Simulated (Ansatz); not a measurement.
Run this with Ansatz's Python interface and show what comes out.

Contents of `POSCAR_rh`:
```text
Rh
1.0
   2.73097904    0.00000000    0.00000000
  -1.36548952    2.36509723    0.00000000
   0.00000000    0.00000000    4.42848900
Rh
2
Direct
   0.66666667    0.33333333    0.75000000
   0.33333333    0.66666667    0.25000000
```

`xc_rh.py`
```python
# -*- coding: utf-8 -*-
'''Functional comparison for Rh (totals differ with the potentials too).'''

import warnings

import ansatz as az
from ase.io import read
from tabulate import tabulate

warnings.simplefilter('ignore', az.DeckWarning)

atoms = read('POSCAR_rh', format='vasp')
crystal = az.Crystal.from_ase(atoms)

base = (
    crystal.calculation()
    .kpoints(13, 13, 7)
    .occupations('gaussian', width=50 * az.meV)
)

rows = []
for value in ['pbesol', 'lda', 'blyp']:
    report = base.functional(value).run().report
    rows.append((value, report['free_energy_ev'] / len(report['lattice']['sites']), report['n_iterations'], report['n_kpoints']))

print(tabulate(rows, headers=['functional', 'F/atom (eV)', 'iterations', 'k-points'], floatfmt='.4f', tablefmt='plain'))
```

```console
$ python xc_rh.py
functional      F/atom (eV)    iterations    k-points
pbesol           -6338.6702             6          84
lda              -6278.5382             6          84
blyp             -6417.0589             6          84
```

What to keep in mind:
- BLYP can be off by several per cent in the lattices of metals, and by several GPa in the pressure at a fixed cell.
- The mesh is modest for a metal, so energies can be off by several to tens of meV an atom and pressures by half a GPa or more; differences at equal mesh fare better.
- This isn't the structure that Rh takes at ambient conditions.
- Total energies of different functionals can't be compared; pressures, moments and gaps at this one structure can.
- The whole script took 6.8 s on 1 thread of Arm Neoverse V2 (shared host), peak memory 0.34 GiB.
